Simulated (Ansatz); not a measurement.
# Lu6Ta: the cost of one run

Computed with Ansatz 0.2.0 (DFT PBE, scalar-relativistic, plane waves, PAW, unless a step's input says otherwise).

## (1) The system as given

Symmetry: Pm-3m, No. 221, cubic system. Conventional cell: a = 5.276 Å, b = 5.276 Å, c = 5.276 Å, α = 90.00°, β = 90.00°, γ = 90.00°. Lu (site symmetry 4mm) is surrounded by 5 Lu at 2.08 to 2.26 Å. Around Ta (site symmetry m-3m) lie 24 Lu at 3.87 Å.

Coordinates:

```cif
data_structure
_symmetry_space_group_name_H-M 'Pm-3m'
_symmetry_Int_Tables_number 221
_cell_length_a 5.2756
_cell_length_b 5.2756
_cell_length_c 5.2756
_cell_angle_alpha 90.000
_cell_angle_beta 90.000
_cell_angle_gamma 90.000
_cell_volume 146.83
loop_
_atom_site_label
_atom_site_type_symbol
_atom_site_symmetry_multiplicity
_atom_site_Wyckoff_symbol
_atom_site_fract_x
_atom_site_fract_y
_atom_site_fract_z
_atom_site_occupancy
Lu1 Lu 6 f 0.19750 0.50000 0.50000 1
Ta1 Ta 1 a 0.00000 0.00000 0.00000 1
```

Recipe of the guess: species swapped into a database cell of LaB6 (Pm-3m, No. 221), with Ta on the La sites and Lu on the B sites. Its size is a rough estimate.

## (2) The guess as it stands, on a coarse mesh

The input, input.yaml:

```yaml
crystal:
  lattice:
    - [5.27555053, 0.0, 0.0]
    - [0.0, 5.27555053, 0.0]
    - [0.0, 0.0, 5.27555053]
  atoms:
    - { symbol: Lu, position: [0.19750001, 0.5, 0.5] }
    - { symbol: Lu, position: [0.5, 0.19750001, 0.5] }
    - { symbol: Lu, position: [0.80249999, 0.5, 0.5] }
    - { symbol: Lu, position: [0.5, 0.80249999, 0.5] }
    - { symbol: Lu, position: [0.5, 0.5, 0.19750001] }
    - { symbol: Lu, position: [0.5, 0.5, 0.80249999] }
    - { symbol: Ta, position: [0.0, 0.0, 0.0] }
basis:
  ecutwfc: 420
kpoints:
  mp_grid: { grid: [4, 4, 4] }
hamiltonian:
  xc: pbe
scf:
  occupations: { method: gaussian, width: 0.1 }
  lower_state_search: "off"
output:
  forces: true
  stress: true
  eigenvalues: true
```

Launch:

```console
> ansatz run input.yaml --threads 1 --pin off --max-ram 2560MiB --backend cpu --events-out ev --progress --plain --runs-dir out
```

What time and memory should one allow on 1 thread of Intel Xeon at 2.50GHz (Skylake/Cascade Lake), shared host?

About 63 s, with a peak of 0.5 GiB.
